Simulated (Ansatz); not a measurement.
What does this script print? It uses Ansatz 0.2.0 through its Python package.

`bend_ch4bo2.py`
```python
import ansatz as az
from ase import Atoms

atoms = Atoms(["C", "O", "B", "O", "H", "H", "H", "H"], positions=[
    (-0.2584, 0.9605, -0.1551),
    (0.162, 0.37, 0.9973),
    (0.9493, -0.7846, 0.5876),
    (0.4407, -2.0918, 0.4515),
    (-0.9707, 0.3274, -0.7757),
    (-0.9144, 1.8995, 0.133),
    (0.5568, 1.3892, -0.7933),
    (0.127, -2.1273, -0.5012),
])

first = (
    az.Crystal.molecule_from_ase(atoms).calculation()
    .basis(gaussian="def2-SVP")
    .functional("r2SCAN", dispersion="d4")
    .spin("collinear", total=1)
    .accuracy("medium")
    .relax(force_tolerance=0.02, max_steps=80)
)
atoms.positions = first.run(threads=1, pin="off").report["positions_ang"]

rows = []
for angle in [90, 100, 110, 120, 135, 150, 165, 179]:
    bent = atoms.copy()
    bent.set_angle(2, 3, 7, angle, indices=[7])
    setup = (
        az.Crystal.molecule_from_ase(bent).calculation()
        .basis(gaussian="def2-SVP")
        .functional("r2SCAN", dispersion="d4")
        .spin("collinear", total=1)
        .accuracy("medium")
    )
    rows.append((angle, setup.run(threads=1, pin="off").report["free_energy_ev"]))
floor = min(e for _, e in rows)
for angle, e in rows:
    print(f"angle B2-O3-H7 = {angle:3d} deg   {1000 * (e - floor):9.1f} meV")
```

```console
$ python bend_ch4bo2.py
angle B2-O3-H7 =  90 deg       262.0 meV
angle B2-O3-H7 = 100 deg        73.9 meV
angle B2-O3-H7 = 110 deg         0.0 meV
angle B2-O3-H7 = 120 deg        21.5 meV
angle B2-O3-H7 = 135 deg       175.0 meV
angle B2-O3-H7 = 150 deg       383.8 meV
angle B2-O3-H7 = 165 deg       554.0 meV
angle B2-O3-H7 = 179 deg       620.7 meV
```

These settings explore the input space; basis and method may be short of convergence. The scan is rigid, and the energies are electronic, in a modest basis. The zero is the lowest point of the grid, which needn't be the minimum. The run takes the species as open-shell (spin multiplicity 2), which needn't be its ground state. Finished in 2.4 min on 1 thread of Arm Neoverse V1, with other jobs on the host, peak memory 0.27 GiB.
